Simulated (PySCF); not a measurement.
**ZrSe: from the state search to spectroscopic constants**

The task here is to estimate one member of a computed series from the others.

The runs use PySCF 2.14.0; Zr def2-TZVPP with ECP28, Se def2-TZVPP, scalar-relativistic core potentials.

Set-up of the first run:

The job is set up so:

```yaml
atoms: Zr, Se
charge: 0
basis: Zr def2-TZVPP with ECP28, Se def2-TZVPP
Hamiltonian: scalar-relativistic core potentials
basis_functions: 104
electrons_treated: 46
masses_in_u: 89.9047, 79.9165
levels: PBE0, PBE, r²SCAN, revPBE, r²SCAN0, BLYP, TPSS, ωB97X, HF, MP2, SCS-MP2
grid: 80 radial by 434 angular points
occupations: held fixed by the projection of orbital angular momentum
dissociation_limit: Zr + Se, each in its ground configuration
starting_distance_in_angstrom: 2.520
values_of_2S_to_try: 0, 2, 4, 6
```

Started as:

```
$ OMP_NUM_THREADS=2 python dia.py task.json out
```

Steps of the session up to this table: Input; First curve: PBE0; Higher solutions at PBE0; PBE (GGA); r²SCAN (meta-GGA); revPBE; r²SCAN0 (hybrid meta-GGA); BLYP (GGA); TPSS (meta-GGA); ωB97X; ROHF.

One table of the session follows, with a row left open; its other results are not shown here.

Energy (eV) from each level's lowest point:

| R (Å) | ROHF | ROHF-MP2 | ROHF-SCS-MP2 | PBE | revPBE |
| --- | --- | --- | --- | --- | --- |
| 2.000 | 2.087 | 1.667 | 1.768 | 1.784 | 1.836 |
| 2.093 | 0.985 | 0.715 | 0.784 | 0.813 | 0.849 |
| 2.186 | 0.347 | 0.204 | 0.242 | 0.269 | 0.290 |
| 2.256 | 0.098 | 0.033 | 0.051 | 0.068 | 0.078 |
| 2.326 | 0.000 | 0.000 | 0.000 | 0.000 | 0.000 |
| 2.396 | 0.021 | 0.073 | 0.057 | 0.033 | 0.024 |
| 2.489 | 0.187 | 0.292 | 0.257 | 0.192 | 0.171 |
| 2.605 | 0.546 | 0.703 | 0.646 | 0.512 | 0.477 |
| 2.745 | ? | ? | ? | ? | ? |
| 2.931 | 1.879 | 2.289 | 2.126 | 1.673 | 1.601 |

Estimate the missing values for R (Å) = 2.745.

Worked estimate for «ROHF». A straight line through the neighbours (2.605, 0.546) and (2.931, 1.879) gives 0.546 + (1.879 − 0.546) × (2.745 − 2.605) / (2.931 − 2.605) = 1.118; a parabola fitted to 3 rows on both sides gives 1.060.

**Answer.** ROHF: 1.100; ROHF-MP2: 1.330; ROHF-SCS-MP2: 1.240; PBE: 0.991; revPBE: 0.940. In «ROHF» the line misses by +0.018 and the parabola by -0.040.

To keep in mind: Lowest PBE0 solution found, without spin–orbit coupling: ³Δ (triplet), unpaired electrons σ ↑, δ ↑. Spin–orbit coupling is left out. Warnings in the runs' records: inverted.
